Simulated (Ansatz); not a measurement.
# Si: the cost of one run

Method: DFT PBE, plane waves, PAW, scalar-relativistic, no spin polarisation, in Ansatz 0.2.0.

### Step 1. The starting structure

The cell holds 17 atoms (Si17): a = 7.679 Å, b = 7.679 Å, c = 7.679 Å, α = 60.00°, β = 60.00°, γ = 60.00°.

Coordinates:

```cif
data_structure
_symmetry_space_group_name_H-M 'P 1'
_symmetry_Int_Tables_number 1
_cell_length_a 7.6792
_cell_length_b 7.6792
_cell_length_c 7.6792
_cell_angle_alpha 60.000
_cell_angle_beta 60.000
_cell_angle_gamma 60.000
_cell_volume 320.21
loop_
_atom_site_label
_atom_site_type_symbol
_atom_site_fract_x
_atom_site_fract_y
_atom_site_fract_z
_atom_site_occupancy
Si1 Si 0.00000 0.00000 0.00000 1
Si2 Si 0.12500 0.12500 0.12500 1
Si3 Si 0.00000 0.00000 0.50000 1
Si4 Si 0.12500 0.12500 0.62500 1
Si5 Si 0.00000 0.50000 0.00000 1
Si6 Si 0.12500 0.62500 0.12500 1
Si7 Si 0.00000 0.50000 0.50000 1
Si8 Si 0.12500 0.62500 0.62500 1
Si9 Si 0.50000 0.00000 0.00000 1
Si10 Si 0.62500 0.12500 0.12500 1
Si11 Si 0.50000 0.00000 0.50000 1
Si12 Si 0.62500 0.12500 0.62500 1
Si13 Si 0.50000 0.50000 0.00000 1
Si14 Si 0.62500 0.62500 0.12500 1
Si15 Si 0.50000 0.50000 0.50000 1
Si16 Si 0.62500 0.62500 0.62500 1
Si17 Si 0.05484 0.31107 0.81111 1
```

### Step 2. Relaxing end A

Contents of input.yaml:

```yaml
crystal:
  lattice:
    - [0.0, 5.43, 5.43]
    - [5.43, 0.0, 5.43]
    - [5.43, 5.43, 0.0]
  atoms:
    - { symbol: Si, position: [0.0, 0.0, 0.0] }
    - { symbol: Si, position: [0.125, 0.125, 0.125] }
    - { symbol: Si, position: [0.0, 0.0, 0.5] }
    - { symbol: Si, position: [0.125, 0.125, 0.625] }
    - { symbol: Si, position: [0.0, 0.5, 0.0] }
    - { symbol: Si, position: [0.125, 0.625, 0.125] }
    - { symbol: Si, position: [0.0, 0.5, 0.5] }
    - { symbol: Si, position: [0.125, 0.625, 0.625] }
    - { symbol: Si, position: [0.5, 0.0, 0.0] }
    - { symbol: Si, position: [0.625, 0.125, 0.125] }
    - { symbol: Si, position: [0.5, 0.0, 0.5] }
    - { symbol: Si, position: [0.625, 0.125, 0.625] }
    - { symbol: Si, position: [0.5, 0.5, 0.0] }
    - { symbol: Si, position: [0.625, 0.625, 0.125] }
    - { symbol: Si, position: [0.5, 0.5, 0.5] }
    - { symbol: Si, position: [0.625, 0.625, 0.625] }
    - { symbol: Si, position: [0.0548443, 0.3110724, 0.8111051] }
basis:
  ecutwfc: 420.0
kpoints:
  mp_grid: { grid: [2, 2, 2] }
hamiltonian:
  xc: pbe
  pseudopotentials: { kind: paw, azcp: { folder: soft_1 } }
scf:
  occupations: { method: gaussian, width: 0.05 }
  lower_state_search: "off"
relax:
  f_tol: 0.03
  max_steps: 60
  adjacent_minimum: "off"
```

On the command line:

```sh
ansatz run input.yaml --threads 1 --pin off --max-ram 3072MiB --backend cpu --events-out ev --progress --plain --runs-dir out
```

**Question.** How long does this run take on 1 thread of Arm Neoverse V2, shared host, and how much memory does it need?

About 51 s, with a peak of 0.49 GiB.
